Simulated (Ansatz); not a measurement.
# GaH₆NSiTe: how energies converge with the basis set

How large a basis does GaH₆NSiTe need? Two functionals are run in growing sets.

The runs use Ansatz 0.2.0, Gaussian basis; one geometry, several basis sets.

Plan: PBE0-D4/def2-SVP; ωB97M-V/def2-SVP; PBE0-D4/def2-QZVPP; ωB97M-V/def2-QZVPP; the functionals' def2-TZVPP values are taken from earlier runs.

## 1. The relaxed structure

An earlier PBE0-D4 in a triple-zeta def2 set relaxation fixed the geometry. Te takes the def2 core potential; no spin-orbit term is included.

SMILES `N[SiH]([GaH2])[TeH]`, 10 atoms, charge 0, spin multiplicity 1.

Atoms are counted from 1 here; the program's logs count them from 0.

Bond lengths: N1–Si2 1.703 Å, N1–H5 1.007 Å, N1–H6 1.006 Å, Si2–Ga3 2.362 Å, Si2–Te4 2.695 Å, Si2–H7 1.485 Å, Ga3–H8 1.566 Å, Ga3–H9 1.559 Å, Te4–H10 1.657 Å. Angles: Si2–N1–H5 122.7°, Si2–N1–H6 121.0°, H5–N1–H6 112.4°, N1–Si2–Ga3 124.2°, N1–Si2–Te4 113.5°, N1–Si2–H7 107.9°, Ga3–Si2–Te4 69.0°, Ga3–Si2–H7 127.0°, Te4–Si2–H7 100.2°, Si2–Ga3–H8 114.5°, Si2–Ga3–H9 119.2°, H8–Ga3–H9 126.0°, Si2–Te4–H10 90.5°.

## 2. PBE0-D4 in def2-SVP

Contents of in.yaml:

```yaml
crystal:
  periodic: [false, false, false]
  atoms:
    - {symbol: N, position_ang: [-1.678656, 1.160674, -0.361839]}
    - {symbol: Si, position_ang: [-0.513138, -0.065503, -0.556678]}
    - {symbol: Ga, position_ang: [0.473179, -1.256775, 1.228395]}
    - {symbol: Te, position_ang: [2.011313, 0.768995, -0.117650]}
    - {symbol: H, position_ang: [-1.825826, 1.884543, -1.046257]}
    - {symbol: H, position_ang: [-2.000949, 1.427825, 0.553209]}
    - {symbol: H, position_ang: [-0.434127, -0.395673, -2.002318]}
    - {symbol: H, position_ang: [0.232302, -0.626554, 2.641067]}
    - {symbol: H, position_ang: [1.162242, -2.625178, 0.939982]}
    - {symbol: H, position_ang: [2.573669, -0.272363, -1.277912]}
basis:
  gaussian: {orbitals: def2-SVP}
hamiltonian: {xc: pbe0, dispersion: d4}
output: {orbitals: {seedname: orbitals}}
```

Launch:

```bash
> ansatz run in.yaml --threads 4 --pin off --events-out ev --progress --plain --max-ram 10444MiB
```

Further steps of the session: ωB97M-V in def2-SVP; PBE0-D4 in def2-QZVPP; ωB97M-V in def2-QZVPP.

**Question.** What will the summary of the whole plan be? Wanted: PBE0-D4: double and triple zeta above quadruple; ωB97M-V: double and triple zeta above quadruple.

**Answer**, as computed:

| quantity | value |
| --- | --- |
| PBE0-D4: double and triple zeta above quadruple | 13.33, 1.60 eV |
| ωB97M-V: double and triple zeta above quadruple | 13.36, 1.55 eV |

What this shows: PBE0-D4 gains 11.73 eV from double to triple zeta, then 1.60 eV more. These are total energies; as a rule much of such shifts cancels in differences, which this series doesn't test. The LUMO of ωB97M-V is positive and keeps falling with the basis (1.06 to 0.53 eV): an unbound level that the basis holds in place.
